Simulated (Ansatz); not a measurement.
**BFH3InO: up Jacob's ladder to CCSD(T)**

An exercise on one series of results from a longer session: the logs are not shown, and one member is left open.

The runs use Ansatz 0.2.0, Gaussian basis; functionals in def2-TZVPP, the program's frozen cores in correlated methods.

Levels to be run: LDA (SPW92), PBE-D4, revPBE-D4, BLYP-D4, r2SCAN-D4, B97M-V, PBE0-D4, B3LYP-D4, r2SCANh-D4, r2SCAN0-D4, HSE06-D4, BHLYP-D4, CAM-B3LYP-D4, LC-ωPBE, ωB97X-V, ωB97M-V, B2PLYP, PBE-QIDH; CCSD(T)/def2-SVP; CCSD(T)/def2-TZVPP; MP2/def2-QZVPP; extrapolation to the limit; RPA on PBE.

### The relaxed structure

An earlier PBE0-D4 in a triple-zeta def2 set relaxation fixed the geometry. In takes the def2 core potential; no spin-orbit term is included.

7 atoms, charge 0, spin multiplicity 1.

Atoms are counted from 1 here; the program's logs count them from 0.

Bond lengths: O1–B2 1.351 Å, O1–H5 0.958 Å, B2–F3 1.333 Å, B2–In4 2.285 Å, In4–H6 1.730 Å, In4–H7 1.730 Å. Angles: B2–O1–H5 114.6°, O1–B2–F3 114.6°, O1–B2–In4 129.5°, F3–B2–In4 115.9°, B2–In4–H6 122.1°, B2–In4–H7 122.2°, H6–In4–H7 115.7°.

As a file:

| atom | x (Å) | y (Å) | z (Å) |
| --- | --- | --- | --- |
| O1 | 1.6021 | -0.3977 | 1.1277 |
| B2 | 0.4602 | -0.7431 | 0.4936 |
| F3 | 0.1201 | -2.0257 | 0.6222 |
| In4 | -0.9556 | 0.5445 | -0.7552 |
| H5 | 1.8468 | 0.5239 | 1.0339 |
| H6 | -2.3104 | 1.3644 | -0.0578 |
| H7 | -0.7632 | 0.7336 | -2.4644 |

Set-up of the first run:

in.yaml

```yaml
crystal:
  periodic: [false, false, false]
  atoms:
    - {symbol: O, position_ang: [1.602078, -0.397675, 1.127671]}
    - {symbol: B, position_ang: [0.460183, -0.743113, 0.493639]}
    - {symbol: F, position_ang: [0.120095, -2.025711, 0.622213]}
    - {symbol: In, position_ang: [-0.955613, 0.544538, -0.755209]}
    - {symbol: H, position_ang: [1.846789, 0.523906, 1.033927]}
    - {symbol: H, position_ang: [-2.310352, 1.364420, -0.057827]}
    - {symbol: H, position_ang: [-0.763181, 0.733626, -2.464414]}
basis:
  gaussian: {orbitals: def2-TZVPP}
hamiltonian: {xc: lda}
output: {orbitals: {seedname: orbitals}}
```

The run is started by

```
ansatz run in.yaml --threads 2 --pin off --events-out ev --progress --plain --max-ram 4352MiB
```

Among the steps run: LDA; PBE-D4 (GGA); revPBE-D4 (GGA); BLYP-D4 (GGA); r2SCAN-D4 (meta-GGA); B97M-V (meta-GGA); PBE0-D4 (hybrid); B3LYP-D4 (hybrid); r2SCANh-D4 (hybrid); r2SCAN0-D4 (hybrid); HSE06-D4 (hybrid); BHLYP-D4 (hybrid); CAM-B3LYP-D4 (range-separated); LC-ωPBE (range-separated); ωB97X-V (range-separated); ωB97M-V (range-separated); B2PLYP (double hybrid); PBE-QIDH (double hybrid).

One of the session's tables, all rows but one given; the rest of the session is left out.

It belongs to the step «Orbital energies across the functionals». 

```
  functional  HOMO (eV)  LUMO (eV)  gap (eV)
 LDA (SPW92)      -6.43      -3.06      3.37
      PBE-D4      -6.27      -2.78      3.49
   revPBE-D4      -6.20      -2.66      3.54
     BLYP-D4      -6.17      -2.76      3.41
   r2SCAN-D4      -6.51      -2.51      4.01
      B97M-V      -6.57      -2.77      3.79
     PBE0-D4      -7.45      -2.06      5.38
    B3LYP-D4          ?          ?         ?
  r2SCANh-D4      -6.95      -2.26      4.69
  r2SCAN0-D4      -7.61      -1.90      5.71
    HSE06-D4      -7.05      -2.42      4.63
    BHLYP-D4      -8.56      -1.45      7.11
CAM-B3LYP-D4      -8.79      -1.28      7.51
     LC-ωPBE     -10.06      -0.15      9.92
     ωB97X-V      -9.73      -0.28      9.45
     ωB97M-V      -9.57      -0.59      8.98
```

**Question.** Estimate the row for B3LYP-D4.

Worked estimate for «HOMO (eV)». Against the share of exact exchange, BLYP-D4 (0, -6.17), BHLYP-D4 (0.5, -8.56) give a slope of -4.78 per unit share; at 0.2 the line stands at -7.13.

**Answer.** HOMO (eV): -7.27; LUMO (eV): -2.35; gap (eV): 4.92. In «HOMO (eV)» the line misses by +0.14.
